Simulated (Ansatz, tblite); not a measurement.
**C₁₀H₂₀: a ladder of methods and basis sets**

How do method and basis change the picture of C₁₀H₂₀ (singlet)?

Method: as each input shows; program: Ansatz 0.2.0, Gaussian basis.

The runs, in order: GFN1-xTB, GFN2-xTB, PBE-D4/def2-TZVP, r2SCAN-D4/def2-TZVP, HSE06-D4/def2-TZVP, B3LYP-D4/def2-TZVP, PBE-D4/def2-SVP, PBE0-D4/def2-SVP, HF/STO-3G, MP2/def2-SVP.

**1. The structure**

The geometry is that of the singlet, from an earlier relaxation (PBE-D4/def2-SVP).

SMILES `C=CCCCCCCCC`, 30 atoms, charge 0, spin multiplicity 1.

Bond lengths: C1–C2 1.345 Å, C1–H11 1.102 Å, C1–H12 1.104 Å, C2–C3 1.504 Å, C2–H13 1.106 Å, C3–C4 1.543 Å, C3–H14 1.111 Å, C3–H15 1.115 Å, C4–C5 1.531 Å, C4–H16 1.112 Å, C4–H17 1.113 Å, C5–C6 1.532 Å, C5–H18 1.113 Å, C5–H19 1.114 Å, C6–C7 1.533 Å, C6–H20 1.113 Å, C6–H21 1.114 Å, C7–C8 1.535 Å and more. Angles: C2–C1–H11 121.8°, C2–C1–H12 121.2°, H11–C1–H12 117.0°, C1–C2–C3 125.0°, C1–C2–H13 118.5°, C3–C2–H13 116.5°, C2–C3–C4 114.3°, C2–C3–H14 109.1°, C2–C3–H15 109.0°, C4–C3–H14 109.2°, C4–C3–H15 108.3°, H14–C3–H15 106.5°, C3–C4–C5 114.9°, C3–C4–H16 108.4°, C3–C4–H17 108.8°, C5–C4–H16 108.9°, C5–C4–H17 109.4°, H16–C4–H17 106.0° and more.

As a file:

```xyz
30
charge 0, multiplicity 1
C    -5.3123   -0.3978   -0.4991
C    -4.1988    0.3160   -0.2570
C    -3.4343    0.3081    1.0384
C    -2.0218   -0.3038    0.9390
C    -1.0467    0.4664    0.0437
C     0.3588   -0.1411    0.0069
C     1.3416    0.6369   -0.8749
C     2.7394    0.0141   -0.9904
C     3.5412   -0.0246    0.3163
C     4.9535   -0.5844    0.1416
H    -5.8220   -0.3650   -1.4754
H    -5.7551   -1.0485    0.2754
H    -3.7910    0.9494   -1.0670
H    -4.0195   -0.2451    1.8035
H    -3.3379    1.3547    1.4101
H    -1.5942   -0.3690    1.9639
H    -2.1089   -1.3520    0.5761
H    -1.4445    0.5192   -0.9941
H    -0.9816    1.5221    0.3942
H     0.7503   -0.2070    1.0463
H     0.2951   -1.1926   -0.3558
H     0.9051    0.7351   -1.8935
H     1.4347    1.6778   -0.4883
H     2.6481   -1.0206   -1.3937
H     3.3246    0.5793   -1.7497
H     2.9971   -0.6297    1.0740
H     3.5949    1.0047    0.7379
H     4.9297   -1.6228   -0.2509
H     5.5118   -0.6034    1.0995
H     5.5427    0.0235   -0.5770
```

PBE0-D4/def2-TZVP was run before; its log isn't repeated, and its numbers join the tables.

**2. GFN1-xTB**

Tight binding, by tblite at 300 K electronic temperature and without a spin-polarisation term:

```python
tblite.interface.Calculator('GFN1-xTB', numbers, positions, charge=0, uhf=0).singlepoint()
```

Energy -868.7317 eV, HOMO -11.76 eV, LUMO -6.65 eV; 0.018 s.

**3. GFN2-xTB**

Tight binding, by tblite at 300 K electronic temperature and without a spin-polarisation term:

```python
tblite.interface.Calculator('GFN2-xTB', numbers, positions, charge=0, uhf=0).singlepoint()
```

Energy -859.4218 eV, HOMO -10.72 eV, LUMO -5.59 eV; 0.012 s.

**4. PBE-D4/def2-TZVP**

start.molden holds the orbitals of an earlier run on this state, given as this run's starting guess.

Input file in.yaml:

```yaml
crystal:
  periodic: [false, false, false]
  atoms:
    - {symbol: C, position_ang: [-5.312307, -0.397832, -0.499055]}
    - {symbol: C, position_ang: [-4.198790, 0.316014, -0.257011]}
    - {symbol: C, position_ang: [-3.434272, 0.308123, 1.038416]}
    - {symbol: C, position_ang: [-2.021755, -0.303764, 0.938999]}
    - {symbol: C, position_ang: [-1.046663, 0.466395, 0.043745]}
    - {symbol: C, position_ang: [0.358786, -0.141084, 0.006906]}
    - {symbol: C, position_ang: [1.341642, 0.636921, -0.874863]}
    - {symbol: C, position_ang: [2.739441, 0.014139, -0.990437]}
    - {symbol: C, position_ang: [3.541195, -0.024564, 0.316280]}
    - {symbol: C, position_ang: [4.953454, -0.584365, 0.141597]}
    - {symbol: H, position_ang: [-5.821979, -0.365004, -1.475378]}
    - {symbol: H, position_ang: [-5.755072, -1.048507, 0.275359]}
    - {symbol: H, position_ang: [-3.791018, 0.949401, -1.067007]}
    - {symbol: H, position_ang: [-4.019492, -0.245149, 1.803459]}
    - {symbol: H, position_ang: [-3.337855, 1.354727, 1.410103]}
    - {symbol: H, position_ang: [-1.594212, -0.368957, 1.963899]}
    - {symbol: H, position_ang: [-2.108883, -1.351991, 0.576082]}
    - {symbol: H, position_ang: [-1.444547, 0.519187, -0.994100]}
    - {symbol: H, position_ang: [-0.981624, 1.522081, 0.394197]}
    - {symbol: H, position_ang: [0.750273, -0.207032, 1.046338]}
    - {symbol: H, position_ang: [0.295088, -1.192561, -0.355755]}
    - {symbol: H, position_ang: [0.905051, 0.735124, -1.893487]}
    - {symbol: H, position_ang: [1.434707, 1.677760, -0.488314]}
    - {symbol: H, position_ang: [2.648095, -1.020635, -1.393718]}
    - {symbol: H, position_ang: [3.324562, 0.579265, -1.749712]}
    - {symbol: H, position_ang: [2.997076, -0.629653, 1.073962]}
    - {symbol: H, position_ang: [3.594899, 1.004653, 0.737940]}
    - {symbol: H, position_ang: [4.929698, -1.622807, -0.250923]}
    - {symbol: H, position_ang: [5.511801, -0.603386, 1.099471]}
    - {symbol: H, position_ang: [5.542712, 0.023513, -0.577003]}
basis:
  gaussian: {orbitals: def2-TZVP, initial_orbitals: start.molden}
hamiltonian: {xc: pbe, dispersion: d4}
scf: {omitted_lower_state_checks: [starts]}
output: {orbitals: {seedname: orbitals}}
```

Run with:

```console
ansatz run in.yaml --threads 4 --pin off --events-out ev --progress --plain --max-ram 6963MiB
```

After this run come: r2SCAN-D4/def2-TZVP; HSE06-D4/def2-TZVP; B3LYP-D4/def2-TZVP; PBE-D4/def2-SVP; PBE0-D4/def2-SVP; HF/STO-3G; MP2/def2-SVP.

**Question.** What will the summary of the whole plan be? Wanted: gap in def2-TZVP, named functionals, smallest and largest; correlation energy, MP2/def2-SVP; binding an atom, functionals in def2-TZVP; PBE0 total energy, smallest basis above largest.

As calculated:

```
                                                 quantity                                value
gap in def2-TZVP, named functionals, smallest and largest  5.38 eV (PBE-D4), 7.52 eV (PBE0-D4)
                         correlation energy, MP2/def2-SVP                            -38.78 eV
                binding an atom, functionals in def2-TZVP  4.21 (B3LYP-D4) to 4.29 eV (PBE-D4)
          PBE0 total energy, smallest basis above largest       11.12 eV (def2-SVP, def2-TZVP)
```

In words: Orbital gaps of the named functionals in def2-TZVP span 5.38 eV (PBE-D4) to 7.52 eV (PBE0-D4); exact exchange widens it.
